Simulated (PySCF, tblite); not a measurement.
**C₆H₁₃N: geometry, infrared bands and NMR shifts**

Wanted: the infrared bands and NMR shifts of C₆H₁₃N (`[H]/N=C/[C@@H](C)CCC`), by calculation.

The runs use tblite 0.8.0 and PySCF 2.14.0, with density-fitted response routines of our own; the level of theory stands in each step. All values are computed, except where a source is named. Atoms are numbered from 0 throughout.

**1. The molecule as given**

20 atoms, charge 0, multiplicity 1; geometry from: force field or distance geometry start.

Bonds of the start (Å): C0–C1 1.50, C1–C2 1.53, C2–C3 1.52, C3–C4 1.52, C3–C5 1.51, C5–N6 1.29, C0–H7 1.09, C0–H8 1.09, C0–H9 1.10, C1–H10 1.11, C1–H11 1.09, C2–H12 1.09, C2–H13 1.10, C3–H14 1.11, C4–H15 1.09, C4–H16 1.10, C4–H17 1.09, C5–H18 1.10, N6–H19 1.02.

**2. Optimising the geometry with GFN2-xTB**

Job settings and geometry (Å):

```
{"job": {"kind": "relax", "xc": "GFN2-xTB", "basis": "xTB"}, "charge": 0, "multiplicity": 1}
C     -2.746300    -0.651400    -0.131100
C     -1.290700    -0.843900     0.199100
C     -0.501900     0.467400     0.141200
C      0.963900     0.312600     0.515800
C      1.647800     1.662300     0.653200
C      1.689300    -0.495600    -0.531300
N      2.301600    -1.591300    -0.235700
H     -3.283700    -1.596900    -0.069300
H     -2.867900    -0.255500    -1.142700
H     -3.232000     0.047300     0.573400
H     -1.207900    -1.275000     1.214500
H     -0.861900    -1.581700    -0.485700
H     -0.596900     0.885300    -0.865900
H     -0.978500     1.193300     0.812800
H      1.038900    -0.207200     1.488400
H      1.596100     2.224200    -0.283200
H      2.708900     1.548200     0.904200
H      1.177500     2.263700     1.427800
H      1.696300    -0.105200    -1.556700
H      2.742400    -1.989900    -1.065900
```

Launch:

```sh
$ OMP_NUM_THREADS=1 python probes_run.py task.json out
```

This one command runs all jobs of the session in turn.

**Question.** This job is followed by: GFN2-xTB harmonic vibrations, gas phase; GIAO PBE0/pcSseg-1 NMR shielding, non-relativistic, gas phase. Predict these results of the whole session: strongest single infrared mode (GFN2-xTB); zero-point energy (GFN2-xTB); ¹³C shifts against TMS (PBE0/pcSseg-1); ¹H shifts against TMS (PBE0/pcSseg-1, means over atoms taken as alike); ¹⁵N shifts against NH3 (PBE0/pcSseg-1).

**Answer**, as computed:

| quantity | value |
| --- | --- |
| strongest single infrared mode (GFN2-xTB) | 2807 cm⁻¹, 133 km/mol |
| zero-point energy (GFN2-xTB) | 112.7 kcal/mol |
| ¹³C shifts against TMS (PBE0/pcSseg-1) | 183.0, 49.0, 40.9, 26.5, 21.1, 17.2 ppm |
| ¹H shifts against TMS (PBE0/pcSseg-1, means over atoms taken as alike) | 10.65, 8.03, 2.14, 1.35, 1.29, 1.27, 1.17, 1.13, 1.02 ppm |
| ¹⁵N shifts against NH3 (PBE0/pcSseg-1) | 354.4 ppm |

In words: Over 48 steps the energy fell by 0.102 eV; of the close pairs, C5–N6 changed most, 1.290 to 1.253 Å. All 54 modes are real, so the xTB geometry is a minimum. The strongest single mode, at 2807 cm⁻¹, moves mainly H18. GFN2-xTB is a fitted tight-binding method: band positions and strengths are rough. Its intensities can rank the bands wrongly. At PBE0/pcSseg-1: Shielding is most anisotropic at N6 (span 625 ppm, paramagnetic term -405 ppm).
